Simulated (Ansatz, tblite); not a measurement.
# Sn30H48 hole disc (Sn29BH48): rung by rung

An exercise on one series of results from a longer session: the logs are not shown, and one member is left open.

Program: Ansatz 0.2.0, Gaussian basis. Level of theory: as each input shows. These are calculated values, not measurements.

Levels to be run: GFN1-xTB, GFN2-xTB, PBE-D4/def2-SVP, r2SCAN-D4/def2-SVP, BHLYP-D4/def2-SVP, r2SCAN-D4/def2-mTZVP.

1 further run of the same task is left out (set aside as unsound or not needed). Runs told in other sessions of the task aren't counted.

## The structure

The geometry is that of the doublet, from an earlier relaxation (r2SCAN-D4/def2-SVP).

78 atoms, charge 0, spin multiplicity 2.

Bond lengths: Sn1–Sn17 2.788 Å, Sn1–Sn18 2.794 Å, Sn1–H31 1.720 Å, Sn1–H32 1.719 Å, Sn2–Sn17 2.799 Å, Sn2–Sn20 2.822 Å, Sn2–H33 1.718 Å, Sn2–H34 1.723 Å, Sn3–Sn19 2.798 Å, Sn3–Sn20 2.808 Å, Sn3–H35 1.729 Å, Sn3–H36 1.716 Å, Sn4–Sn19 2.796 Å, Sn4–Sn21 2.795 Å, Sn4–H37 1.719 Å, Sn4–H38 1.724 Å, Sn5–Sn18 2.799 Å, Sn5–Sn22 2.807 Å and more. Angles: Sn17–Sn1–Sn18 112.9°, Sn17–Sn1–H31 110.1°, Sn17–Sn1–H32 107.6°, Sn18–Sn1–H31 108.8°, Sn18–Sn1–H32 109.8°, H31–Sn1–H32 107.4°, Sn17–Sn2–Sn20 108.2°, Sn17–Sn2–H33 110.3°, Sn17–Sn2–H34 111.8°, Sn20–Sn2–H33 111.6°, Sn20–Sn2–H34 107.3°, H33–Sn2–H34 107.5°, Sn19–Sn3–Sn20 112.0°, Sn19–Sn3–H35 108.2°, Sn19–Sn3–H36 113.6°, Sn20–Sn3–H35 103.9°, Sn20–Sn3–H36 111.6°, H35–Sn3–H36 106.9° and more.

Sn takes a core potential in the def2 sets. No spin-orbit coupling is included.

PBE0-D4/def2-SVP was run before; its log isn't repeated, and its numbers join the tables.

Set-up of the first run:

Tight binding, by tblite at 300 K electronic temperature and without a spin-polarisation term:

```python
tblite.interface.Calculator('GFN1-xTB', numbers, positions, charge=0, uhf=1).singlepoint()
```

Tight binding, by tblite at 300 K electronic temperature and without a spin-polarisation term:

```python
tblite.interface.Calculator('GFN2-xTB', numbers, positions, charge=0, uhf=1).singlepoint()
```

start.molden holds the orbitals of an earlier run on this state, given as this run's starting guess.

Input file in.yaml:

```yaml
crystal:
  periodic: [false, false, false]
  atoms:
    - {symbol: Sn, position_ang: [-5.548358, -4.346831, 1.016052]}
    - {symbol: Sn, position_ang: [-4.566997, -0.954117, -1.819403]}
    - {symbol: Sn, position_ang: [-4.982575, 1.260479, 1.964005]}
    - {symbol: Sn, position_ang: [-5.070018, 5.008068, -1.010134]}
    - {symbol: Sn, position_ang: [-1.598900, -4.920559, -1.591426]}
    - {symbol: Sn, position_ang: [1.618516, -5.120894, 1.559293]}
    - {symbol: Sn, position_ang: [-1.383224, 1.729398, -1.224916]}
    - {symbol: Sn, position_ang: [1.661105, -1.624025, -1.630292]}
    - {symbol: Sn, position_ang: [-1.338638, -1.728763, 1.742977]}
    - {symbol: Sn, position_ang: [1.526603, 1.733940, 1.388335]}
    - {symbol: Sn, position_ang: [1.072066, 3.936508, -1.520795]}
    - {symbol: Sn, position_ang: [-1.233773, 4.229880, 1.579850]}
    - {symbol: Sn, position_ang: [5.467082, -4.903431, -1.152726]}
    - {symbol: Sn, position_ang: [5.128481, 1.324099, -1.737349]}
    - {symbol: Sn, position_ang: [4.887051, -1.346716, 1.769236]}
    - {symbol: Sn, position_ang: [4.819292, 5.306094, 0.915247]}
    - {symbol: Sn, position_ang: [-6.639329, -2.538926, -0.804926]}
    - {symbol: Sn, position_ang: [-3.697979, -6.084606, -0.152449]}
    - {symbol: Sn, position_ang: [-6.472974, 3.151360, 0.539308]}
    - {symbol: Sn, position_ang: [-3.049591, 0.013270, 0.354433]}
    - {symbol: Sn, position_ang: [-2.800223, 6.096831, 0.204021]}
    - {symbol: Sn, position_ang: [0.121992, -3.350279, -0.025562]}
    - {symbol: Sn, position_ang: [3.607970, -6.510907, 0.172185]}
    - {symbol: Sn, position_ang: [-0.072401, 0.050452, -3.070239]}
    - {symbol: B, position_ang: [-0.022877, 2.892404, 0.222638]}
    - {symbol: Sn, position_ang: [3.277903, 0.053772, -0.053380]}
    - {symbol: Sn, position_ang: [0.317229, -0.017690, 3.227437]}
    - {symbol: Sn, position_ang: [2.441123, 6.096503, -0.323346]}
    - {symbol: Sn, position_ang: [6.712027, -3.065673, 0.537314]}
    - {symbol: Sn, position_ang: [6.393500, 3.517604, -0.546368]}
    - {symbol: H, position_ang: [-6.797140, -5.276168, 1.748728]}
    - {symbol: H, position_ang: [-4.788824, -3.436090, 2.259849]}
    - {symbol: H, position_ang: [-3.600613, -1.861838, -2.911460]}
    - {symbol: H, position_ang: [-5.167806, 0.415993, -2.673758]}
    - {symbol: H, position_ang: [-6.041327, -0.029001, 2.418663]}
    - {symbol: H, position_ang: [-4.295955, 1.876751, 3.411072]}
    - {symbol: H, position_ang: [-4.662178, 4.237195, -2.491380]}
    - {symbol: H, position_ang: [-6.196367, 6.256080, -1.393682]}
    - {symbol: H, position_ang: [-2.226633, -4.000779, -2.902694]}
    - {symbol: H, position_ang: [-0.671539, -6.200909, -2.281262]}
    - {symbol: H, position_ang: [0.507145, -6.259169, 2.225291]}
    - {symbol: H, position_ang: [2.300757, -4.260043, 2.883058]}
    - {symbol: H, position_ang: [-2.479904, 2.762972, -2.078808]}
    - {symbol: H, position_ang: [2.594259, -2.581286, -2.724225]}
    - {symbol: H, position_ang: [-2.319711, -2.695414, 2.786075]}
    - {symbol: H, position_ang: [2.535045, 2.787704, 2.321935]}
    - {symbol: H, position_ang: [2.220083, 2.882929, -2.262069]}
    - {symbol: H, position_ang: [0.069538, 4.530519, -2.793797]}
    - {symbol: H, position_ang: [-2.328616, 3.304384, 2.540974]}
    - {symbol: H, position_ang: [-0.244617, 5.091146, 2.701559]}
    - {symbol: H, position_ang: [4.672490, -4.064868, -2.424490]}
    - {symbol: H, position_ang: [6.646759, -5.925540, -1.878911]}
    - {symbol: H, position_ang: [4.421877, 1.802303, -3.230746]}
    - {symbol: H, position_ang: [6.372703, 0.187152, -2.117191]}
    - {symbol: H, position_ang: [3.918136, -2.249321, 2.866925]}
    - {symbol: H, position_ang: [5.752506, -0.187182, 2.707308]}
    - {symbol: H, position_ang: [4.448940, 4.658630, 2.460423]}
    - {symbol: H, position_ang: [5.733596, 6.745056, 1.172361]}
    - {symbol: H, position_ang: [-7.432211, -3.357885, -2.094130]}
    - {symbol: H, position_ang: [-7.790208, -1.516431, -0.040850]}
    - {symbol: H, position_ang: [-4.561533, -7.138768, -1.206877]}
    - {symbol: H, position_ang: [-3.018757, -7.069115, 1.086282]}
    - {symbol: H, position_ang: [-7.512605, 2.234437, -0.485118]}
    - {symbol: H, position_ang: [-7.489566, 3.969865, 1.663152]}
    - {symbol: H, position_ang: [-3.344582, 7.350836, 1.250003]}
    - {symbol: H, position_ang: [-1.875552, 6.862613, -1.033739]}
    - {symbol: H, position_ang: [2.833659, -7.548051, -0.962685]}
    - {symbol: H, position_ang: [4.440796, -7.523740, 1.288699]}
    - {symbol: H, position_ang: [-1.227200, -0.875124, -3.949291]}
    - {symbol: H, position_ang: [0.815466, 0.971817, -4.221864]}
    - {symbol: H, position_ang: [-0.655570, 0.815933, 4.379356]}
    - {symbol: H, position_ang: [1.475687, -0.940797, 4.105147]}
    - {symbol: H, position_ang: [1.370142, 6.856205, 0.784138]}
    - {symbol: H, position_ang: [2.763320, 7.227305, -1.581616]}
    - {symbol: H, position_ang: [7.604030, -3.929071, 1.729939]}
    - {symbol: H, position_ang: [7.844237, -2.140359, -0.368604]}
    - {symbol: H, position_ang: [7.590720, 2.922260, 0.537918]}
    - {symbol: H, position_ang: [7.223058, 4.429560, -1.748597]}
basis:
  gaussian: {orbitals: def2-SVP, fitting: {mean_field: def2-universal-jkfit}, initial_orbitals: start.molden}
magnetization: {spin_polarized: true, initial_magnetization: 1}
hamiltonian: {xc: pbe, dispersion: d4}
scf: {omitted_lower_state_checks: [starts]}
output: {orbitals: {seedname: orbitals}}
```

Started as:

```sh
$ ansatz run in.yaml --threads 11 --pin off --events-out ev --progress --plain --max-ram 110592MiB --backend cuda --devices 0, --max-vram 75GiB
```

Steps of the session up to this table: PBE-D4/def2-SVP; r2SCAN-D4/def2-SVP; BHLYP-D4/def2-SVP; r2SCAN-D4/def2-mTZVP.

One table of the session follows, with a row left open; its other results are not shown here.

It belongs to the step «Binding energy». 

| level | binding an atom (eV) |
| --- | --- |
| PBE-D4/def2-SVP | 2.430 |
| r2SCAN-D4/def2-SVP | ? |
| r2SCAN-D4/def2-mTZVP | 2.406 |
| PBE0-D4/def2-SVP | 2.428 |
| BHLYP-D4/def2-SVP | 2.417 |

**Question.** Estimate the row for r2SCAN-D4/def2-SVP.

As computed: binding an atom (eV): 2.433. In the column «binding an atom (eV)» it is the highest.

Limits of these values: Free atoms were run apart at each level; binding is atoms less cluster, divided by the number of atoms, without zero-point or spin-orbit terms.
